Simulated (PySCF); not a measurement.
# C3LiN (Li/Na-Cyanoacetylene): the cost of one run

Programs: PySCF 2.14.0, with density-fitted response routines of our own. Each step states its level of theory. These are calculated values for one molecule in the gas phase, unless marked as measured. Atoms count from 0, in the outputs and in this text.

## (1) Starting geometry

5 atoms, charge 0, multiplicity 1; geometry from: GFN2-xTB. The atoms were then displaced at random by about 0.03 Å, so the start is not that level's minimum.

Bonds of the start (Å): Li0–C1 1.94, C1–C2 1.26, C2–C3 1.21, C3–N4 1.26.

## (2) Geometry optimisation at PBE0-D3(BJ)/def2-SVP

The job: settings as JSON, then the geometry in Å.

```
{"job": {"xc": "PBE0", "basis": "def2-SVP", "d3": "d3bj", "grid": 1, "shake": 0.03, "kind": "geom"}, "charge": 0, "multiplicity": 1}
Li     3.048090    -0.289430    -0.185490
C      1.117010    -0.104700    -0.068960
C     -0.141370    -0.006100     0.003250
C     -1.338760     0.114540     0.113700
N     -2.592880     0.180910     0.169860
```

On the command line:

```sh
> OMP_NUM_THREADS=1 python probes_run.py task.json out
```

The driver reads the jobs from task.json and runs them one after another.

Q: Estimate the wall time and peak memory of this first job on 1 thread of Arm Neoverse V2, shared host.

About 4.8 s, with a peak of 0.27 GiB.
